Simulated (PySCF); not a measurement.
# GeH9NSi2: the cost of one run

Computed with PySCF 2.14.0, with density-fitted response routines of our own, on a single molecule in the gas phase. Atoms are numbered from 0 throughout.

### Step 1. The molecule as given

13 atoms, charge 0, multiplicity 1; geometry from: GFN2-xTB. The atoms were then displaced at random by about 0.01 Å, so the start is not that level's minimum.

Bonds of the start (Å): Si0–Si1 2.32, Si1–N2 1.76, N2–Ge3 1.79, Si0–H4 1.45, Si0–H5 1.50, Si0–H6 1.45, Si1–H7 1.46, Si1–H8 1.50, N2–H9 1.01, Ge3–H10 1.49, Ge3–H11 1.48, Ge3–H12 1.56.

### Step 2. Geometry optimisation at PBE0-D3(BJ)/def2-SVP

Job settings and geometry (Å):

```
{"job": {"xc": "PBE0", "basis": "def2-SVP", "d3": "d3bj", "grid": 1, "shake": 0.01, "kind": "geom"}, "charge": 0, "multiplicity": 1}
Si     2.013210    -0.331740    -0.249700
Si     0.377990     0.071440     1.347730
N     -1.197180    -0.191660     0.619940
Ge    -1.680970     0.239840    -1.051960
H      3.322080     0.009260     0.259220
H      1.810810     0.517390    -1.463830
H      2.071040    -1.700710    -0.711090
H      0.407430    -0.834470     2.497340
H      0.441690     1.444450     1.938560
H     -1.932720    -0.271880     1.304110
H     -1.444590     1.675220    -1.370390
H     -0.968030    -0.630770    -2.008600
H     -3.214940    -0.013260    -1.121660
```

Command:

```console
$ OMP_NUM_THREADS=1 python probes_run.py task.json out
```

This one command runs all jobs of the session in turn.

Q: Estimate the wall time and peak memory of this first job on 1 thread of Intel Xeon Platinum 8259CL at 2.50GHz, shared host.

About 2.5 min, with a peak of 0.55 GiB.
